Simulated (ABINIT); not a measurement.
TaF3:

```
Ta F
1.0
     3.90120    0.00000    0.00000
     0.00000    3.90120    0.00000
     0.00000    0.00000    3.90120
Ta F
1 3
Direct
  0.00000 0.00000 0.00000
  0.00000 0.00000 0.50000
  0.00000 0.50000 0.00000
  0.50000 0.00000 0.00000
```

Base run:

| Quantity | Value |
| --- | --- |
| Program | ABINIT 10.8.3 (patched build) |
| Functional | PW91 |
| Potentials or basis | JTH PAW PBE v2.0 |
| Cutoff | 762 eV |
| k mesh | 7 × 7 × 7 |
| Occupations | fermi-dirac, width 0.05 eV |
| Spin | no spin polarisation |

Its results: band gap on the k mesh none (metal or under the smearing width); pressure 24.2 GPa.

Q: After a change of settings the same cell gave: band gap on the k mesh none (metal or under the smearing width); pressure 19.2 GPa. Which change was it?
A. functional from PW91 to WC
B. functional from PW91 to PBE
C. functional from PW91 to SCAN
D. functional from PW91 to LDA

A: C.

Caveats: the PAW data sets were made with another functional, which shifts forces and pressure a little; spin-orbit coupling is left out, which moves the levels of the heavy elements; the atomic spheres overlap.
